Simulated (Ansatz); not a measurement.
# C6H14OS: the cost of one run

Computed with Ansatz 0.2.0, Gaussian basis. Level: one geometry, several basis sets.

The runs, in order: PBE0-D4/def2-SVP; ωB97M-V/def2-SVP; PBE0-D4/def2-QZVPP; ωB97M-V/def2-QZVPP; the functionals' def2-TZVPP values are taken from earlier runs.

**1. The geometry**

All runs share one geometry, relaxed beforehand with PBE0-D4 in a triple-zeta def2 set.

SMILES `CCCS(=O)CCC`, 22 atoms, charge 0, spin multiplicity 1.

Atoms are counted from 1 here; the program's logs count them from 0.

Bond lengths: C1–C2 1.521 Å, C1–H9 1.092 Å, C1–H10 1.093 Å, C1–H11 1.092 Å, C2–C3 1.519 Å, C2–H12 1.095 Å, C2–H13 1.094 Å, C3–S4 1.812 Å, C3–H14 1.094 Å, C3–H15 1.094 Å, S4–O5 1.486 Å, S4–C6 1.811 Å, C6–C7 1.519 Å, C6–H16 1.094 Å, C6–H17 1.094 Å, C7–C8 1.519 Å, C7–H18 1.094 Å, C7–H19 1.094 Å and more. Angles: C2–C1–H9 110.9°, C2–C1–H10 110.9°, C2–C1–H11 111.8°, H9–C1–H10 107.8°, H9–C1–H11 107.9°, H10–C1–H11 107.3°, C1–C2–C3 113.9°, C1–C2–H12 109.4°, C1–C2–H13 110.1°, C3–C2–H12 107.4°, C3–C2–H13 110.0°, H12–C2–H13 105.5°, C2–C3–S4 115.7°, C2–C3–H14 112.7°, C2–C3–H15 111.0°, S4–C3–H14 106.1°, S4–C3–H15 102.9°, H14–C3–H15 107.7° and more.

**2. PBE0-D4 in def2-SVP**

File in.yaml:

```yaml
crystal:
  periodic: [false, false, false]
  atoms:
    - {symbol: C, position_ang: [-1.515340, 0.093347, 2.437411]}
    - {symbol: C, position_ang: [-0.952502, -1.152757, 1.771987]}
    - {symbol: C, position_ang: [-1.355875, -1.308583, 0.315527]}
    - {symbol: S, position_ang: [-0.834775, 0.028132, -0.791562]}
    - {symbol: O, position_ang: [-1.322482, -0.350012, -2.143254]}
    - {symbol: C, position_ang: [0.938261, -0.340671, -0.775007]}
    - {symbol: C, position_ang: [1.663341, 0.505598, -1.807211]}
    - {symbol: C, position_ang: [1.681618, 1.988543, -1.477973]}
    - {symbol: H, position_ang: [-1.245428, 0.126324, 3.494791]}
    - {symbol: H, position_ang: [-2.606435, 0.112701, 2.370379]}
    - {symbol: H, position_ang: [-1.144023, 1.006601, 1.967651]}
    - {symbol: H, position_ang: [-1.304172, -2.041532, 2.306115]}
    - {symbol: H, position_ang: [0.137921, -1.168251, 1.862835]}
    - {symbol: H, position_ang: [-0.982238, -2.235130, -0.129767]}
    - {symbol: H, position_ang: [-2.444702, -1.304144, 0.208292]}
    - {symbol: H, position_ang: [1.035383, -1.407765, -0.996611]}
    - {symbol: H, position_ang: [1.309025, -0.145395, 0.236093]}
    - {symbol: H, position_ang: [1.191190, 0.338379, -2.779586]}
    - {symbol: H, position_ang: [2.688036, 0.130041, -1.889728]}
    - {symbol: H, position_ang: [0.671233, 2.401990, -1.436086]}
    - {symbol: H, position_ang: [2.156633, 2.174224, -0.510206]}
    - {symbol: H, position_ang: [2.235323, 2.548360, -2.234111]}
basis:
  gaussian: {orbitals: def2-SVP}
hamiltonian: {xc: pbe0, dispersion: d4}
output: {orbitals: {seedname: orbitals}}
```

Run with:

```console
$ ansatz run in.yaml --threads 4 --pin off --events-out ev --progress --plain --max-ram 63488MiB --backend cpu
```

What time and memory should one allow on 4 threads of AMD EPYC 7R13, shared host?

About 3.1 s, with a peak of 0.71 GiB.
